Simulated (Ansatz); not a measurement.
# C2H5Al2ClSi: molecular dynamics, part 2 of 2

Purpose: to follow the molecule's vibrations and see whether its bonds hold. The start is relaxed first. Runs: 165 steps of 0.5 fs under a Nosé-Hoover thermostat at 300 K; 241 steps of 1 fs at constant energy (fourth-order Milne integrator), with velocities drawn for 100 K. SMILES of the start: [Cl][Al]1[CH]=[CH][AlH][SiH2]1.

Ansatz 0.2.0; RKS PBE0/STO-3G.

## Step 9: The output, continued: dynamics from the start

Output, continued, cut to the lines that bear on the results:

```text
md step   165: t =   165.00 fs  T =    44.4 K  F+E_penalty+E_count = -35324.60739259 eV  E_kin = 0.051640 eV  conserved = -35324.55575213 eV  (18 SCF iters)
[...]
md step   184: t =   184.00 fs  T =    51.3 K  F+E_penalty+E_count = -35324.61543948 eV  E_kin = 0.059648 eV  conserved = -35324.55579190 eV  (18 SCF iters)
[...]
md step   203: t =   203.00 fs  T =    43.9 K  F+E_penalty+E_count = -35324.60678503 eV  E_kin = 0.051067 eV  conserved = -35324.55571788 eV  (19 SCF iters)
[...]
md step   222: t =   222.00 fs  T =    53.2 K  F+E_penalty+E_count = -35324.61766352 eV  E_kin = 0.061868 eV  conserved = -35324.55579581 eV  (19 SCF iters)
[...]
md step   240: t =   240.00 fs  T =    52.8 K  F+E_penalty+E_count = -35324.61712461 eV  E_kin = 0.061481 eV  conserved = -35324.55564315 eV  (18 SCF iters)
[...]
Atom 2 at    -0.089965    -1.634549     0.158353 Å, force     0.108272     0.345365     0.348088 eV/Å
Atom 3 at    -0.051420    -0.959020     1.335741 Å, force    -0.507445    -0.199535    -0.178279 eV/Å
Atom 4 at     0.002144     0.955478     1.383271 Å, force     0.421300    -0.068968    -0.160583 eV/Å
Atom 5 at     0.209252     1.586985    -0.812414 Å, force    -0.216742     0.658770    -0.126787 eV/Å
Atom 6 at    -0.245085    -2.721336     0.181383 Å, force     0.082370    -0.127905    -0.042967 eV/Å
Atom 7 at    -0.215045    -1.550776     2.254159 Å, force     0.170412     0.019034    -0.018019 eV/Å
Atom 8 at    -0.041186     1.684188     2.690342 Å, force    -0.078480     0.113862     0.034119 eV/Å
Atom 9 at     1.444589     2.282675    -1.201382 Å, force    -0.507993    -0.304428     0.190876 eV/Å
Atom 10 at    -0.923965     2.409128    -1.288454 Å, force     0.636609    -0.453145     0.154017 eV/Å
Dipole moment:     0.106632     0.394526     0.622827 e Å
Checks for a lower state left out: stability, starts, cluster_reference, orbital_swaps, neighbouring_geometries, increment
```

Wall time 24 min (1 thread of AMD EPYC (Zen 3), shared host); peak memory 0.12 GiB.

## Step 10: The trajectory

The trajectory, every 13 steps (energies from step 0):

```csv
time (fs),T (K),potential energy change (meV/atom),total energy change (meV/atom)
0.0,100,0.0,0.00
13.0,54,4.8,0.01
26.0,59,4.3,0.00
39.0,52,5.1,0.00
52.0,42,6.1,0.01
65.0,54,4.8,0.00
78.0,28,7.6,0.00
91.0,38,6.5,0.00
104.0,42,6.2,0.00
117.0,59,4.4,0.00
130.0,41,6.2,0.00
143.0,41,6.2,0.00
156.0,53,5.0,0.01
169.0,50,5.3,0.00
182.0,67,3.5,0.00
195.0,42,6.2,0.00
208.0,58,4.4,0.00
221.0,62,4.0,0.01
234.0,54,4.8,-0.01
241.0,45,5.9,0.00
```

time (fs), T (K) and a bar:
```
      0.0        100 ##############################
     10.0         43 ######
     21.0         44 #######
     31.0         52 ##########
     42.0         43 #######
     52.0         42 ######
     63.0         68 #################
     73.0         43 #######
     84.0         31 ##
     94.0         67 ################
    105.0         48 #########
    115.0         61 ##############
    126.0         55 ###########
    136.0         45 #######
    147.0         27 
    157.0         65 ###############
    168.0         44 #######
    178.0         47 ########
    189.0         50 #########
    199.0         36 ####
    210.0         43 #######
    220.0         63 ###############
    231.0         65 ###############
    241.0         45 #######
```

Maxima of the velocity power spectrum (cm⁻¹, relative height; resolution about 280 cm⁻¹): 280 (96), 730 (84), 1210 (19), 2660 (100), 3390 (21).

## Step 11: Positions and forces

Positions (Å) and forces (eV/Å):

```xyz
11
time_fs=30.0 T=48 dE=0.0607
Cl   -0.180   -1.530   -3.291    0.088   -0.047   -0.112
Al    0.043   -0.603   -1.439   -0.275    0.472    0.146
C    -0.174   -1.605    0.153    0.317   -0.366    0.075
C    -0.103   -0.948    1.332    0.080   -0.003    0.192
Al    0.088    0.965    1.404   -0.305   -0.246   -0.174
Si    0.163    1.585   -0.789   -0.099    0.345   -0.529
H    -0.277   -2.707    0.183   -0.070    0.205   -0.072
H    -0.170   -1.575    2.240   -0.055    0.167    0.007
H     0.030    1.742    2.681    0.095    0.028    0.111
H     1.327    2.361   -1.217   -0.327   -0.285    0.075
H    -1.026    2.313   -1.271    0.552   -0.269    0.281
11
time_fs=60.0 T=39 dE=0.0709
Cl   -0.198   -1.530   -3.290    0.102    0.160    0.296
Al    0.051   -0.576   -1.429   -0.169   -0.505   -0.193
C    -0.074   -1.604    0.171   -0.163   -0.527   -0.030
C    -0.139   -0.951    1.354   -0.279   -0.117   -0.021
Al    0.052    0.945    1.391    0.317    0.171    0.048
Si    0.176    1.583   -0.805    0.226   -0.636    0.645
H    -0.205   -2.707    0.196    0.106    0.330   -0.158
H    -0.343   -1.567    2.252    0.203    0.180   -0.083
H     0.233    1.695    2.679   -0.098    0.050   -0.019
H     1.357    2.243   -1.240    0.547    0.332   -0.117
H    -0.917    2.354   -1.248   -0.794    0.563   -0.368
11
time_fs=90.0 T=44 dE=0.0648
Cl   -0.197   -1.517   -3.265   -0.023   -0.100   -0.282
Al    0.012   -0.593   -1.418    0.109    0.133    0.085
C    -0.022   -1.650    0.157   -0.037   -0.283   -0.141
C    -0.145   -0.957    1.308    0.056   -0.133    0.638
Al    0.039    0.955    1.373   -0.164   -0.068    0.218
Si    0.194    1.593   -0.805   -0.068    0.569   -0.402
H    -0.022   -2.763    0.203   -0.114    0.495   -0.135
H    -0.268   -1.555    2.235    0.119    0.202   -0.170
H     0.085    1.693    2.686    0.001   -0.049   -0.124
H     1.495    2.166   -1.160   -0.444   -0.178    0.073
H    -0.841    2.529   -1.301    0.565   -0.588    0.240
11
time_fs=120.0 T=67 dE=0.0386
Cl   -0.197   -1.515   -3.277   -0.006   -0.086   -0.146
Al   -0.003   -0.580   -1.428    0.021   -0.149    0.187
C    -0.090   -1.615    0.171    0.379   -0.560    0.088
C    -0.030   -0.968    1.360   -0.054   -0.191    0.009
Al    0.001    0.944    1.381   -0.051    0.232   -0.141
Si    0.224    1.579   -0.814    0.107   -0.224    0.315
H    -0.064   -2.731    0.176   -0.199    0.540   -0.009
H    -0.007   -1.587    2.283   -0.029    0.220   -0.284
H    -0.158    1.772    2.622    0.022   -0.050    0.065
H     1.494    2.179   -1.150    0.044   -0.026   -0.044
H    -0.799    2.405   -1.381   -0.233    0.294   -0.039
11
time_fs=151.0 T=42 dE=0.0673
Cl   -0.197   -1.524   -3.306    0.032    0.177    0.397
Al   -0.021   -0.600   -1.417   -0.044    0.177   -0.465
C    -0.094   -1.612    0.176    0.054   -0.682   -0.203
C     0.054   -0.945    1.339   -0.605    0.029    0.640
Al   -0.018    0.969    1.384    0.179   -0.212    0.043
Si    0.234    1.575   -0.787   -0.233    0.139   -0.327
H    -0.229   -2.714    0.184    0.115    0.359    0.112
H    -0.030   -1.526    2.283    0.236    0.027   -0.294
H    -0.358    1.681    2.657    0.020    0.108    0.036
H     1.550    2.056   -1.133    0.057    0.088    0.024
H    -0.727    2.531   -1.317    0.191   -0.210    0.038
11
time_fs=181.0 T=58 dE=0.0492
Cl   -0.194   -1.513   -3.290   -0.066   -0.115   -0.176
Al   -0.049   -0.594   -1.431    0.218    0.182    0.213
C    -0.026   -1.620    0.166    0.152   -0.087    0.352
C    -0.020   -0.955    1.354   -0.093   -0.181   -0.169
Al   -0.025    0.969    1.394    0.170   -0.062   -0.170
Si    0.243    1.562   -0.805    0.108    0.502   -0.076
H     0.053   -2.726    0.156   -0.184    0.256    0.161
H     0.017   -1.555    2.288    0.025    0.075   -0.285
H    -0.126    1.780    2.660   -0.048   -0.117   -0.079
H     1.605    2.026   -1.110   -0.542   -0.171    0.106
H    -0.678    2.553   -1.357    0.261   -0.284    0.124
11
time_fs=211.0 T=46 dE=0.0626
Cl   -0.203   -1.512   -3.282   -0.032   -0.021   -0.015
Al   -0.015   -0.587   -1.419    0.196   -0.167    0.125
C    -0.006   -1.633    0.179    0.035   -0.044   -0.457
C    -0.088   -0.955    1.341    0.194    0.012    0.441
Al    0.005    0.951    1.370   -0.388    0.247    0.169
Si    0.222    1.580   -0.803   -0.134   -0.815    0.340
H     0.061   -2.734    0.191   -0.191    0.052    0.055
H    -0.114   -1.528    2.288    0.035   -0.045   -0.176
H    -0.143    1.746    2.637    0.081   -0.050   -0.019
H     1.527    2.045   -1.097    0.735    0.289   -0.240
H    -0.694    2.487   -1.388   -0.530    0.541   -0.222
11
time_fs=241.0 T=45 dE=0.0645
Cl   -0.217   -1.516   -3.277    0.084    0.038    0.041
Al    0.064   -0.596   -1.418   -0.193   -0.021   -0.242
C    -0.090   -1.635    0.158    0.108    0.345    0.348
C    -0.051   -0.959    1.336   -0.507   -0.200   -0.178
Al    0.002    0.956    1.383    0.421   -0.069   -0.161
Si    0.209    1.587   -0.812   -0.217    0.659   -0.127
H    -0.245   -2.721    0.181    0.082   -0.128   -0.043
H    -0.215   -1.551    2.254    0.170    0.019   -0.018
H    -0.041    1.684    2.690   -0.079    0.114    0.034
H     1.445    2.283   -1.201   -0.508   -0.304    0.191
H    -0.924    2.409   -1.288    0.637   -0.453    0.154
```

On run 2: The temperature starts at 100 K and averages 49 K in the second half, where it ranges from 24 to 79 K. About half is expected from a start at a minimum: kinetic energy passes into potential energy until both shares match. The total energy strays from its start by at most 0.06 meV/atom, 1.2 % of the mean kinetic energy, which is good for a step of 1 fs. The bonding pattern survives the run.

## Step 12: Summary of results

The summary covers parts 1 to 2.

| quantity | value |
| --- | --- |
| relaxation of the start | 6 moves, 0.770 eV lower |
| run 1: length | 165 steps of 0.5 fs |
| run 1: temperature, first and last step | 300 and 135 K |
| run 1: temperature, second half | mean 171 K, from 104 to 226 K |
| run 1: potential energy, second half | +17 meV/atom from this run's first step |
| run 1: largest change of the conserved energy | 0.17 meV/atom |
| run 1: bonds formed or broken | 0 |
| run 2: length | 241 steps of 1 fs |
| run 2: temperature, first and last step | 100 and 45 K |
| run 2: temperature, second half | mean 49 K, from 24 to 79 K |
| run 2: potential energy, second half | +5 meV/atom from this run's first step |
| run 2: largest change of the total energy | 0.06 meV/atom |
| run 2: bonds formed or broken | 0 |

What this shows: Mean temperatures of the second halves: 171 K, 49 K. No bond formed or broke in any run. 241 fs on 11 atoms is far too short and small for converged averages. The nuclei move classically, without zero-point motion, which matters most for hydrogen. The basis is very small, so the numbers are rough.
